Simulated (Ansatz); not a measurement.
# ZrB: a tetragonal deformation path

An exercise on one series of results from a longer session: the logs are not shown, and one member is left open.

Program: Ansatz 0.2.0. Level of theory: DFT PBE, scalar-relativistic, plane waves, PAW. These are calculated values, not measurements.

### Starting point

The structure is cubic, space group Fm-3m (No. 225). Conventional cell: a = 4.650 Å, b = 4.650 Å, c = 4.650 Å, α = 90.00°, β = 90.00°, γ = 90.00°. Zr (site symmetry m-3m) is surrounded by 6 B at 2.33 Å. B (site symmetry m-3m) has 6 Zr at 2.33 Å in its first shell of neighbours.

As a file:

```
Zr B
1.0
     0.00000    2.32500    2.32500
     2.32500    0.00000    2.32500
     2.32500    2.32500    0.00000
Zr B
1 1
Direct
  0.00000 0.00000 0.00000
  0.50000 0.50000 0.50000
```

No relaxation comes first: the listed cell is the starting point.

### Zero of energy

The reference gives a free energy of -4340.1255 eV, pressure 34.81 GPa, largest force 0.000 eV/Å and gap on the mesh none (metal). It was computed beforehand with the settings of the runs below.

Set-up of the first run:

At fixed volume and fractional coordinates, lengths along (0.000, 0.000, 1.000) are scaled against those across it; ρ is that ratio over its starting value.

input.yaml

```yaml
crystal:
  lattice:
    - [0.0, 2.6098556416, 1.8451679386]
    - [2.6098556416, 0.0, 1.8451679386]
    - [2.6098556416, 2.6098556416, 0.0]
  atoms:
    - { symbol: Zr, position: [0.0, 0.0, 0.0] }
    - { symbol: B, position: [0.5, 0.5, 0.5] }
basis:
  ecutwfc: 420
kpoints:
  mp_grid: { grid: [20, 20, 20] }
hamiltonian:
  xc: pbe
scf:
  occupations: { method: gaussian, width: 0.15 }
output:
  forces: true
  stress: true
  eigenvalues: true
```

Started as:

```sh
$ ansatz run input.yaml --threads 1 --pin off --max-ram 2560MiB --backend cpu --events-out ev --progress --plain --runs-dir out
```

Among the steps run: Point ρ = 0.707; At ρ = 1.414; Point ρ = 0.850; ρ = 1.200; ρ = 0.780; Point ρ = 1.300; At ρ = 0.920; At ρ = 1.100; Point ρ = 0.650; At ρ = 1.500; ρ = 0.960; Point ρ = 1.050.

One of the session's tables, all rows but one given; the rest of the session is left out.

It belongs to the step «The scan collected». Collected from the runs (energy zero: the undisturbed cell):

```
    ρ  ΔE (meV/atom)  pressure (GPa)
0.650         2343.5            77.1
0.707         1427.1            59.7
0.780          692.9            45.4
0.850          304.6            38.4
0.920           87.7            35.9
0.960           21.6            35.2
1.000            0.0            34.8
1.050              ?               ?
1.100          114.1            37.3
1.200          393.9            43.2
1.300          770.9            51.2
1.414         1273.3            64.1
1.500         1698.2            75.4
```

Estimate the missing values for ρ = 1.050.

Worked estimate for «ΔE (meV/atom)». A straight line through the neighbours (1.000, 0.0) and (1.100, 114.1) gives 0.0 + (114.1 − 0.0) × (1.050 − 1.000) / (1.100 − 1.000) = 57.0; a parabola fitted to 4 rows on both sides gives 35.8.

The run gave: ΔE (meV/atom): 30.5; pressure (GPa): 35.5. In «ΔE (meV/atom)» the line misses by +26.5 and the parabola by +5.3.
